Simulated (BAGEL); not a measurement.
# C3F6 (hexafluoropropylene), step by step

We compute the energy (HF/def2-SVP), then the energy (NEVPT2(2,2)/def2-SVP) of C3F6 (hexafluoropropylene). 

Program for the calculation: BAGEL 1.2.2.

1 further run of the same task is left out (set aside as unsound or not needed).

### 1 The molecule

The species is C3F6 (9 atoms), meant as a singlet with charge 0. SMILES: `FC(F)=C(F)C(F)(F)F`. The C6–F7 distance was set to 2.538 Å, away from the relaxed value. At this shape a bond of the SMILES string is far longer than usual.

Bond lengths: F1–C2 1.301 Å, C2–F3 1.303 Å, C2–C4 1.326 Å, C4–F5 1.331 Å, C4–C6 1.496 Å, C6–F8 1.336 Å, C6–F9 1.328 Å. Angles: F1–C2–F3 112.0°, F1–C2–C4 125.6°, F3–C2–C4 122.4°, C2–C4–F5 119.2°, C2–C4–C6 127.4°, F5–C4–C6 113.4°, C4–C6–F8 110.5°, C4–C6–F9 111.9°, F8–C6–F9 108.3°.

### 2 The energy at HF/def2-SVP (density fitting with svp-jkfit) (run 1)

File hf.json:

```json
{ "bagel": [

{
  "title": "molecule",
  "basis": "svp",
  "df_basis": "svp-jkfit",
  "angstrom": true,
  "geometry": [
    { "atom": "F", "xyz": [       2.828512,       0.610719,       0.733591 ] },
    { "atom": "C", "xyz": [       2.116762,       0.801999,      -0.338099 ] },
    { "atom": "F", "xyz": [       2.853182,       0.846609,      -1.412499 ] },
    { "atom": "C", "xyz": [       0.798052,       0.939839,      -0.374619 ] },
    { "atom": "F", "xyz": [       0.197882,       1.130759,      -1.547129 ] },
    { "atom": "C", "xyz": [      -0.150778,       0.907569,       0.781591 ] },
    { "atom": "F", "xyz": [      -1.850240,      -0.954150,       0.485310 ] },
    { "atom": "F", "xyz": [      -0.832738,       2.053609,       0.859111 ] },
    { "atom": "F", "xyz": [       0.479292,       0.717839,       1.935461 ] }
  ]
},

{
  "title": "hf",
  "charge": 0
},

{
  "title": "print",
  "file": "orbitals.molden",
  "orbitals": true
}

]}
```

On the command line:

```console
$ BAGEL_NUM_THREADS=1 BAGEL hf.json > hf.out
```

Log:

```text
* using 1 threads per process

  ===============================================================
  ===============================================================

  *** Geometry ***

  { "atom" : "F", "xyz" : [      5.345113,      1.154092,      1.386286 ] },
  { "atom" : "C", "xyz" : [      4.000100,      1.515558,     -0.638915 ] },
  { "atom" : "F", "xyz" : [      5.391733,      1.599859,     -2.669236 ] },
  { "atom" : "C", "xyz" : [      1.508100,      1.776038,     -0.707927 ] },
  { "atom" : "F", "xyz" : [      0.373943,      2.136825,     -2.923650 ] },
  { "atom" : "C", "xyz" : [     -0.284929,      1.715057,      1.476993 ] },
  { "atom" : "F", "xyz" : [     -3.496447,     -1.803082,      0.917103 ] },
  { "atom" : "F", "xyz" : [     -1.573647,      3.880759,      1.623485 ] },
  { "atom" : "F", "xyz" : [      0.905731,      1.356519,      3.657491 ] },

  Number of auxiliary basis functions:      687

  Since a DF basis is specified, we compute 2- and 3-index integrals:
    o Being stored without compression. Storage requirement is 0.087 GB

  Number of basis functions:      126
  Number of electrons      :       72

    * METHOD: MOLECULE                             0.51

  *** RHF ***

  === Nuclear Repulsion ===
   476.5845434097

      * DIIS with orbital gradients will be used.

  === RHF iteration (svp) ===
      0       -708.75789747          0.02128286           0.24
      1       -708.23685804          0.02656830           0.20
      2       -709.29590388          0.00633048           0.20
      3       -709.36499349          0.00150062           0.20
      4       -709.36983400          0.00041170           0.20
      5       -709.37061683          0.00023038           0.21
      6       -709.37082712          0.00010844           0.21
      7       -709.37089443          0.00004837           0.20
      8       -709.37091222          0.00002913           0.21
      9       -709.37092051          0.00001718           0.21
     10       -709.37092386          0.00001041           0.22
     11       -709.37092524          0.00000534           0.21
     12       -709.37092555          0.00000264           0.23
     13       -709.37092558          0.00000129           0.22
     14       -709.37092558          0.00000053           0.20
     15       -709.37092558          0.00000024           0.20
     16       -709.37092558          0.00000012           0.20
     17       -709.37092558          0.00000007           0.21
     18       -709.37092558          0.00000004           0.20
     19       -709.37092558          0.00000003           0.21
     20       -709.37092558          0.00000002           0.21
     21       -709.37092558          0.00000001           0.20
     22       -709.37092558          0.00000001           0.20
    * SCF iteration converged.

    * Permanent dipole moment:
           (   -2.250830,    -1.478840,    -0.048105) a.u.

    * METHOD: HF                                   5.13

    * METHOD: PRINT                                0.02

  ===============================================================
```

Wall time 6 s (1 thread of Intel Xeon 6975P-C (Granite Rapids), shared host); peak memory 0.28 GiB.

### 3 A single-point energy at NEVPT2(2,2)/def2-SVP (density fitting with svp-jkfit) (run 2)

File input.json:

```json
{ "bagel" : [

{
  "title" : "molecule",
  "basis" : "svp",
  "df_basis" : "svp-jkfit",
  "angstrom" : true,
  "geometry" : [
    { "atom" : "F", "xyz" : [       2.828512,       0.610719,       0.733591 ] },
    { "atom" : "C", "xyz" : [       2.116762,       0.801999,      -0.338099 ] },
    { "atom" : "F", "xyz" : [       2.853182,       0.846609,      -1.412499 ] },
    { "atom" : "C", "xyz" : [       0.798052,       0.939839,      -0.374619 ] },
    { "atom" : "F", "xyz" : [       0.197882,       1.130759,      -1.547129 ] },
    { "atom" : "C", "xyz" : [      -0.150778,       0.907569,       0.781591 ] },
    { "atom" : "F", "xyz" : [      -1.850240,      -0.954150,       0.485310 ] },
    { "atom" : "F", "xyz" : [      -0.832738,       2.053609,       0.859111 ] },
    { "atom" : "F", "xyz" : [       0.479292,       0.717839,       1.935461 ] }
  ]
},

{
  "title" : "hf"
},

{
  "title" : "casscf",
  "nstate" : 1,
  "nact" : 2,
  "nclosed" : 35,
  "active" : [36, 37],
  "maxiter" : 200,
  "natocc" : true
},

{
  "title" : "nevpt2",
  "nstate" : 1,
  "nact" : 2,
  "nclosed" : 35,
  "active" : [36, 37],
  "maxiter" : 200,
  "natocc" : true,
  "ncore" : 9
},

{
  "title" : "print",
  "file" : "orbitals.molden",
  "orbitals" : true
}

]}
```

On the command line:

```console
$ BAGEL_NUM_THREADS=1 BAGEL input.json > input.out
```

Log:

```text
* using 1 threads per process

  ===============================================================
  ===============================================================

  *** Geometry ***

  { "atom" : "F", "xyz" : [      5.345113,      1.154092,      1.386286 ] },
  { "atom" : "C", "xyz" : [      4.000100,      1.515558,     -0.638915 ] },
  { "atom" : "F", "xyz" : [      5.391733,      1.599859,     -2.669236 ] },
  { "atom" : "C", "xyz" : [      1.508100,      1.776038,     -0.707927 ] },
  { "atom" : "F", "xyz" : [      0.373943,      2.136825,     -2.923650 ] },
  { "atom" : "C", "xyz" : [     -0.284929,      1.715057,      1.476993 ] },
  { "atom" : "F", "xyz" : [     -3.496447,     -1.803082,      0.917103 ] },
  { "atom" : "F", "xyz" : [     -1.573647,      3.880759,      1.623485 ] },
  { "atom" : "F", "xyz" : [      0.905731,      1.356519,      3.657491 ] },

  Number of auxiliary basis functions:      687

  Since a DF basis is specified, we compute 2- and 3-index integrals:
    o Being stored without compression. Storage requirement is 0.087 GB

  Number of basis functions:      126
  Number of electrons      :       72

    * METHOD: MOLECULE                             0.43

  *** RHF ***

  === Nuclear Repulsion ===
   476.5845434097

      * DIIS with orbital gradients will be used.

  === RHF iteration (svp) ===
      0       -708.75789747          0.02128286           0.22
      1       -708.23685804          0.02656830           0.22
      2       -709.29590388          0.00633048           0.20
      3       -709.36499349          0.00150062           0.21
      4       -709.36983400          0.00041170           0.21
      5       -709.37061683          0.00023038           0.20
      6       -709.37082712          0.00010844           0.23
      7       -709.37089443          0.00004837           0.21
      8       -709.37091222          0.00002913           0.21
      9       -709.37092051          0.00001718           0.21
     10       -709.37092386          0.00001041           0.20
     11       -709.37092524          0.00000534           0.21
     12       -709.37092555          0.00000264           0.20
     13       -709.37092558          0.00000129           0.24
     14       -709.37092558          0.00000053           0.20
     15       -709.37092558          0.00000024           0.20
     16       -709.37092558          0.00000012           0.22
     17       -709.37092558          0.00000007           0.21
     18       -709.37092558          0.00000004           0.21
     19       -709.37092558          0.00000003           0.22
     20       -709.37092558          0.00000002           0.22
     21       -709.37092558          0.00000001           0.21
     22       -709.37092558          0.00000001           0.21
    * SCF iteration converged.

    * Permanent dipole moment:
           (   -2.250830,    -1.478840,    -0.048105) a.u.

    * METHOD: HF                                   5.20

  ---------------------------
      CASSCF calculation
  ---------------------------

    ==== Active orbitals : =====
         Orbital 36
         Orbital 37
    ============================

    * nstate   :      1
    * nclosed  :     35
    * nact     :      2
    * nvirt    :     89
  === CASSCF iteration (svp) ===

    * Using the second-order algorithm

      0  0      -709.41450011     8.93e-03      0.04

      1  0      -709.46337783     3.57e-03      1.50

      2  0      -709.48017169     1.69e-03      1.48

      3  0      -709.48217969     7.20e-04      1.51

      4  0      -709.48246362     2.58e-04      1.57

      5  0      -709.48249954     8.97e-05      1.53

      6  0      -709.48250388     3.09e-05      1.64

      7  0      -709.48250440     1.06e-05      1.61

      8  0      -709.48250446     3.66e-06      1.72

      9  0      -709.48250447     1.26e-06      1.70

     10  0      -709.48250447     4.33e-07      1.65

     11  0      -709.48250447     1.49e-07      1.52

     12  0      -709.48250447     5.12e-08      1.55

     13  0      -709.48250447     1.76e-08      1.42

     14  0      -709.48250447     6.05e-09      0.97

    * Second-order optimization converged. *

     guess   0:   closed 1.                   open ..

  === FCI iteration ===

      0  0      -709.32276145     1.39e-01      0.00
      1  0      -709.44467662     5.84e-02      0.00
      2  0 *    -709.48250447     4.25e-16      0.00

     * ci vector, state   0, <S^2> = 0.0000
       2.     0.8542129259
       .2    -0.5199233378

    * METHOD: CASSCF                              21.90

    * freezing 9 orbitals

  === DF-NEVPT2 calculation ===

    * 3-index integral transformation done
    * assembly done

      NEVPT2 correlation energy:   -1.4181193587      0.71

          (+0)     -1.2946110151
          (+0)'    -0.0208912790
          (+1)     -0.0367491980
          (+1)'    -0.0000000000
          (+2)     -0.0004687491
          (-1)     -0.0647529447
          (-1)'     0.0000000000
          (-2)     -0.0006461728

      NEVPT2 total energy:       -710.9006238266

    * METHOD: NEVPT2                               1.12

    * METHOD: PRINT                                0.02

  ===============================================================
```

Wall time 29 s (1 thread of Intel Xeon 6975P-C (Granite Rapids), shared host); peak memory 0.29 GiB.

### 4 Summary of results

| quantity | value |
| --- | --- |
| run 1, HF/def2-SVP: total energy | -709.37093 Eh |
| run 1, HF/def2-SVP: dipole moment | 6.85 D |
| run 1, HF/def2-SVP: HOMO energy | -11.41 eV |
| run 1, HF/def2-SVP: LUMO energy | -2.01 eV |
| run 1, HF/def2-SVP: HOMO–LUMO gap | 9.40 eV |
| run 2, NEVPT2(2,2)/def2-SVP: total energy | -710.90062 Eh |

One bond (run 1, HF/def2-SVP) is far stretched, which a spin-restricted single reference describes badly; a broken-symmetry solution may lie lower.
